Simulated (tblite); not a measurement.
# C7H13P: the cost of one run

The runs use tblite 0.8.0 and PySCF 2.14.0, with density-fitted response routines of our own; the level of theory stands in each step. All values are computed, except where a source is named. Atoms count from 0, in the outputs and in this text.

## 1. The starting structure

21 atoms, charge 0, multiplicity 1; geometry from: force field or distance geometry start.

Bonds of the start (Å): C0–C1 1.32, C1–C2 1.49, C1–P3 1.83, P3–C4 1.84, C4–C5 1.54, C5–C6 1.49, C6–C7 1.54, C5–P3 1.81, C0–H8 1.08, C0–H9 1.10, C2–H10 1.13, C2–H11 1.11, C2–H12 1.09, C4–H13 1.12, C4–H14 1.10, C5–H15 1.13, C6–H16 1.11, C6–H17 1.10, C7–H18 1.11, C7–H19 1.12, C7–H20 1.09.

## 2. Geometry optimisation with GFN2-xTB

The job: settings as JSON, then the geometry in Å.

```
{"job": {"kind": "relax", "xc": "GFN2-xTB", "basis": "xTB"}, "charge": 0, "multiplicity": 1}
C     -1.935200     0.863700    -0.846800
C     -2.019500    -0.224800    -0.106000
C     -3.237500    -1.075800    -0.193500
P     -0.696900    -0.757000     1.039600
C      0.445700     0.530400     1.698300
C      1.061000    -0.491400     0.725700
C      1.624600     0.164500    -0.493200
C      3.152400     0.160100    -0.282600
H     -1.089400     1.538400    -0.843200
H     -2.796300     1.098600    -1.497500
H     -3.778000    -0.912800     0.785900
H     -3.905800    -0.791500    -1.038200
H     -2.932700    -2.124000    -0.201300
H      0.270500     1.540700     1.253600
H      0.883800     0.437600     2.701200
H      1.779800    -1.230200     1.200500
H      1.270000     1.208200    -0.593500
H      1.395100    -0.384500    -1.416600
H      3.347300    -0.718000     0.369000
H      3.478300     1.065600     0.290800
H      3.673900     0.119000    -1.243200
```

Command:

```sh
$ OMP_NUM_THREADS=1 python probes_run.py task.json out
```

One launch serves the whole session: the jobs run in the order shown.

Q: Estimate the wall time and peak memory of this first job on 1 thread of Arm Neoverse V1, shared host.

About 1.2 s, with a peak of 0.18 GiB.
